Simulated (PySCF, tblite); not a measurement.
**C₅H₉NO₃Si: geometry, infrared bands and NMR shifts**

What infrared bands and NMR shifts should C₅H₉NO₃Si (`NC(=O)C[C@H]1OCC(=O)[SiH2]1`) show?

Programs: tblite 0.8.0 and PySCF 2.14.0, with density-fitted response routines of our own. Each step states its level of theory. These are calculated values for one molecule in the gas phase, unless marked as measured. Atoms count from 0, in the outputs and in this text.

## Step 1: The molecule as given

19 atoms, charge 0, multiplicity 1; geometry from: force field or distance geometry start.

Bonds of the start (Å): N0–C1 1.44, C1–O2 1.25, C1–C3 1.51, C3–C4 1.48, C4–O5 1.40, O5–C6 1.36, C6–C7 1.52, C7–O8 1.21, C7–Si9 1.86, Si9–C4 1.90, N0–H10 1.03, N0–H11 1.04, C3–H12 1.12, C3–H13 1.12, C4–H14 1.12, C6–H15 1.09, C6–H16 1.13, Si9–H17 1.45, Si9–H18 1.45.

## Step 2: Geometry optimisation with GFN2-xTB

Job settings and geometry (Å):

```
{"job": {"kind": "relax", "xc": "GFN2-xTB", "basis": "xTB"}, "charge": 0, "multiplicity": 1}
N      2.959100    -0.621700     1.074300
C      1.902100     0.181000     0.513900
O      1.873800     1.394200     0.826500
C      0.870400    -0.412800    -0.407700
C     -0.071900     0.659600    -0.791100
O     -1.057300     0.179200    -1.655900
C     -1.856500    -0.734000    -1.046900
C     -2.450300    -0.107100     0.201700
O     -3.470800    -0.396000     0.778500
Si    -1.212700     1.219500     0.616700
H      3.481000    -0.369600     1.922100
H      3.174300    -1.509700     0.581700
H      0.406300    -1.282400     0.126700
H      1.471100    -0.738500    -1.290700
H      0.427800     1.576100    -1.194700
H     -1.331900    -1.663700    -0.824800
H     -2.734700    -0.920600    -1.725800
H     -1.769700     2.529500     0.359000
H     -0.619800     1.026500     1.928900
```

Started as:

```
> OMP_NUM_THREADS=1 python probes_run.py task.json out
```

This one command runs all jobs of the session in turn.

**Question.** This job is followed by: GFN2-xTB harmonic vibrations, gas phase; GIAO PBE0/pcSseg-1 NMR shielding, non-relativistic, gas phase. Predict these results of the whole session: strongest single infrared mode (GFN2-xTB); zero-point energy (GFN2-xTB); ¹³C shifts against TMS (PBE0/pcSseg-1); ¹H shifts against TMS (PBE0/pcSseg-1); ¹⁵N shifts against NH3 (PBE0/pcSseg-1); ¹⁷O shifts against H2O (PBE0/pcSseg-1); ²⁹Si shifts against TMS (PBE0/pcSseg-1).

**Answer**, as computed:

| quantity | value |
| --- | --- |
| strongest single infrared mode (GFN2-xTB) | 1703 cm⁻¹, 624 km/mol |
| zero-point energy (GFN2-xTB) | 85.7 kcal/mol |
| ¹³C shifts against TMS (PBE0/pcSseg-1) | 266.1, 177.8, 82.6, 71.1, 40.6 ppm |
| ¹H shifts against TMS (PBE0/pcSseg-1) | 5.13, 5.11, 4.24, 4.12, 4.09, 3.86, 3.55, 2.90, 2.82 ppm |
| ¹⁵N shifts against NH3 (PBE0/pcSseg-1) | 119.0 ppm |
| ¹⁷O shifts against H2O (PBE0/pcSseg-1) | 836.4, 398.3, 39.4 ppm |
| ²⁹Si shifts against TMS (PBE0/pcSseg-1) | -84.7 ppm |

What this shows: Relaxing lowered the energy by 1.175 eV in 192 steps; the close pair that moved most is N0–C1, from 1.441 to 1.341 Å. No mode is imaginary among the 51: a minimum at this level. The strongest single mode, at 1703 cm⁻¹, moves mainly C1. GFN2-xTB is a fitted tight-binding method: band positions and strengths are rough. Its intensities can rank the bands wrongly. At PBE0/pcSseg-1: The widest tensor belongs to O8: span 1879 ppm, with a paramagnetic part of -895 ppm.
